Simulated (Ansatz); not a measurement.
# WH (sextet): wave-function methods side by side, def2-QZVPP

An exercise on one series of results from a longer session: the logs are not shown, and one member is left open.

Computed with Ansatz 0.2.0, Gaussian basis. Level: def2-QZVPP, core rule «outside noble gas», up to 4 orbitals frozen.

Plan: UHF; ROHF; CCSD(T) on UHF.

## The system

The geometry is a PBE0/def2-TZVP stationary point (not a proven minimum). No spin-orbit coupling is included. Elements past krypton take def2 core potentials.

2 atoms, charge 0, spin multiplicity 6.

Atoms are counted from 1 here; the program's logs count them from 0.

Bond lengths: W1–H2 1.713 Å.

Set-up of the first run:

File in.yaml:

```yaml
crystal:
  periodic: [false, false, false]
  atoms:
    - {symbol: W, position_ang: [0.000000, 0.000000, 0.000000]}
    - {symbol: H, position_ang: [0.000000, 0.000000, 1.712600]}
basis:
  gaussian: {orbitals: "def2-QZVPP.json"}
magnetization: {spin_polarized: true, initial_magnetization: 5}
hamiltonian: {xc: hf}
output: {orbitals: {seedname: orbitals}}
```

On the command line:

```bash
$ ansatz run in.yaml --threads 1 --pin off --events-out ev --progress --plain --max-ram 4096MiB --backend cpu
```

Steps of the session up to this table: UHF; ROHF; CCSD(T) on UHF.

One table of the session follows, with a row left open; its other results are not shown here.

```
  method  from UCCSD(T) (meV)
    ROHF              +3756.5
     UHF              +3539.5
    UMP2               +530.6
   UCCSD                    ?
UCCSD(T)                    0
```

Q: Estimate the row for UCCSD from the others.

As computed: from UCCSD(T) (meV): +128.9. In the column «from UCCSD(T) (meV)» it lies between UCCSD(T) (0) and UMP2 (+530.6).
